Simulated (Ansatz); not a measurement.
# CH6FNSn (SMILES [CH3][SnH]([NH2])[F]) at CCSD(T)/def2-SVP (core potential)

Aim: the energy change on altering one bond length of CH6FNSn at CCSD(T)/def2-SVP (core potential), from 2 runs. 

The calculation is run with Ansatz 0.2.0.

112 further runs of the same task are left out: 112 set aside as unsound or not needed.

## 1. The structure to begin with

CH6FNSn has 10 atoms, charge 0, and is taken as a singlet. SMILES: `[CH3][SnH]([NH2])[F]`. Geometry: relaxed at PBE0-D4/def2-TZVP. This is one conformer, not always the lowest.

Bond lengths: C1–Sn2 2.121 Å, Sn2–N3 2.000 Å, Sn2–F4 1.931 Å, C1–H5 1.090 Å, C1–H6 1.090 Å, C1–H7 1.089 Å, Sn2–H8 1.704 Å, N3–H9 1.008 Å, N3–H10 1.008 Å. Some angles: C1–Sn2–N3 111.9°, C1–Sn2–F4 103.5°, N3–Sn2–F4 105.0°, C1–Sn2–H8 120.3°, N3–Sn2–H8 111.0°, F4–Sn2–H8 103.2°, Sn2–C1–H5 108.9°, Sn2–C1–H6 110.7°, Sn2–C1–H7 109.4°, Sn2–N3–H9 117.9°.

## 2. The energy at CCSD(T)/def2-SVP (core potential)

Input file run.yaml:

```yaml
crystal:
  periodic: [false, false, false]
  atoms:
    - {symbol: C, position_ang: [-1.023300, 1.186900, 0.305600]}
    - {symbol: Sn, position_ang: [-0.012600, -0.424100, -0.632800]}
    - {symbol: N, position_ang: [1.522200, -1.085200, 0.465800]}
    - {symbol: F, position_ang: [-1.308600, -1.855400, -0.593400]}
    - {symbol: H, position_ang: [-1.191500, 0.935400, 1.352900]}
    - {symbol: H, position_ang: [-0.432400, 2.100700, 0.242800]}
    - {symbol: H, position_ang: [-1.985300, 1.342500, -0.181300]}
    - {symbol: H, position_ang: [0.413300, -0.329300, -2.280300]}
    - {symbol: H, position_ang: [1.719700, -0.610700, 1.333200]}
    - {symbol: H, position_ang: [2.381600, -1.312000, -0.009700]}
basis:
  gaussian:
    orbitals: def2-SVP
correlation:
  method: ccsd_t
  frozen_orbitals: {C: 1, F: 1, H: 0, "N": 1, Sn: 4}
accuracy: high
scf:
  omitted_lower_state_checks: [cluster_reference, increment]
```

On the command line:

```
$ ansatz run run.yaml --threads 1 --pin off --max-ram 3480MiB --events-out events.jsonl --progress --plain --runs-dir runs
```

Standard output (excerpt; [...] marks lines left out):

```text
Warning: RAYON_NUM_THREADS=1 ignored (pool sized by the plan → 1); use --threads N
Functional definition: HF
  name "HF"
[...]
2383 factors; integrals over basis functions are off by at most 8.1e-9 eV
[...]
mean field -11114.80486839 eV, -408.4615450278 hartree, gradient 2.3e-8 eV, S^2 0.000000; 0 other end points of the search recorded, 0 dependent functions left out
7 core orbitals not correlated: weight in the atoms' cores, before any rotation towards them, 1.000 or more for the frozen orbitals, at most 0.000 for the correlated occupied ones
reference -11114.80486839 eV, -408.4615450278 hartree; 18, 18 occupied and 73, 73 virtual orbitals, 2383 factors
second order -16.94527314 eV of doubles, -0.00000000 eV of singles
cycle   1  -17.44637841 eV  change   -5.0e-1 eV  update   9.9e-2
[...]
cycle  21  -17.98529156 eV  change    1.8e-9 eV  update   2.3e-9
perturbative correction -0.42009080 eV, -0.0154380522 hartree
Total energy: -11133.21025075 eV, -409.1379303541 hartree
Checks for a lower state left out: cluster_reference, increment
```

Wall time 53 s (1 thread of Arm Neoverse V2, shared host); peak memory 0.78 GiB.

## 3. The distorted shape

Input file run.yaml:

```yaml
basis:
  gaussian:
    orbitals: def2-SVP
crystal:
  periodic: [false, false, false]
  atoms:
    - symbol: C
      position_ang: [-1.364011, 1.111062, 1.623564]
    - symbol: Sn
      position_ang: [-0.353311, -0.499938, 0.685164]
    - symbol: "N"
      position_ang: [1.181489, -1.161038, 1.783764]
    - symbol: F
      position_ang: [-1.649311, -1.931238, 0.724564]
    - symbol: H
      position_ang: [-1.532211, 0.859562, 2.670864]
    - symbol: H
      position_ang: [-0.773111, 2.024862, 1.560764]
    - symbol: H
      position_ang: [-2.326011, 1.266662, 1.136664]
    - symbol: H
      position_ang: [0.413300, -0.329300, -2.280300]
    - symbol: H
      position_ang: [1.378989, -0.686538, 2.651164]
    - symbol: H
      position_ang: [2.040889, -1.387838, 1.308264]
correlation:
  method: ccsd_t
  frozen_orbitals: {C: 1, F: 1, H: 0, "N": 1, Sn: 4}
accuracy: high
scf:
  omitted_lower_state_checks: [cluster_reference, increment]
```

On the command line:

```
$ ansatz run run.yaml --threads 1 --pin off --max-ram 3480MiB --events-out events.jsonl --progress --plain --runs-dir runs
```

Standard output (excerpt; [...] marks lines left out):

```text
Warning: RAYON_NUM_THREADS=1 ignored (pool sized by the plan → 1); use --threads N
[... 2 set-up lines as earlier in the session ...]
[...]
2343 factors; integrals over basis functions are off by at most 1.7e-8 eV
[...]
mean field -11111.05617934 eV, -408.3237832464 hartree, gradient 1.9e-8 eV, S^2 0.000000; 2 other end points of the search recorded, 0 dependent functions left out; unrestricted orbitals would lower it
7 core orbitals not correlated: weight in the atoms' cores, before any rotation towards them, 1.000 or more for the frozen orbitals, at most 0.000 for the correlated occupied ones
reference -11111.05617934 eV, -408.3237832464 hartree; 18, 18 occupied and 73, 73 virtual orbitals, 2343 factors
second order -17.34418993 eV of doubles, -0.00000000 eV of singles
cycle   1  -17.89917585 eV  change   -5.7e-1 eV  update   1.4e-1
[...]
cycle  28  -18.78037310 eV  change   -2.1e-9 eV  update  4.9e-10
perturbative correction -0.60594006 eV, -0.0222678863 hartree
WARN: these amplitudes may be one of several solutions (largest doubles amplitude 0.36, level shift 0.02 eV)
Total energy: -11130.44249249 eV, -409.0362171142 hartree
Checks for a lower state left out: cluster_reference, increment
```

Wall time 73 s (1 thread of Arm Neoverse V2, shared host); peak memory 0.77 GiB.

## 4. Outcome

Level: CCSD(T)/def2-SVP (core potential), 7 core orbitals frozen.

| quantity | value |
| --- | --- |
| first shape: total energy | -409.13793 Eh |
| first shape: correlation energy (7 core orbitals frozen) | -676.4 mEh |
| first shape: (T) correction | -15.44 mEh |
| first shape: T1 diagnostic | 0.011 |
| distorted shape: total energy | -409.03622 Eh |
| distorted shape: correlation energy (7 core orbitals frozen) | -712.4 mEh |
| distorted shape: (T) correction | -22.27 mEh |
| distorted shape: T1 diagnostic | 0.020 |
| energy change with the Sn2–H8 bond stretched from 1.704 to 3.068 Å | 2.768 eV |

One bond (distorted shape) is far stretched, which a spin-restricted single reference describes badly; perturbation theory on it can break down and give far too much correlation. With the Sn2–H8 bond stretched from 1.704 to 3.068 Å the energy rises by 2.77 eV (267 kJ/mol). The first shape isn't relaxed at this level, so the change isn't measured from a minimum. A restricted reference can't describe the breaking bond well at this length. The triples (first shape) make up 2.3 % of the correlation energy. The T1 diagnostic (distorted shape) of 0.020 is above the customary mark for such species, so a single reference may not serve. The restricted solution (distorted shape) is unstable to spin breaking: an unrestricted one lies lower. The triples (distorted shape) make up 3.1 % of the correlation energy.
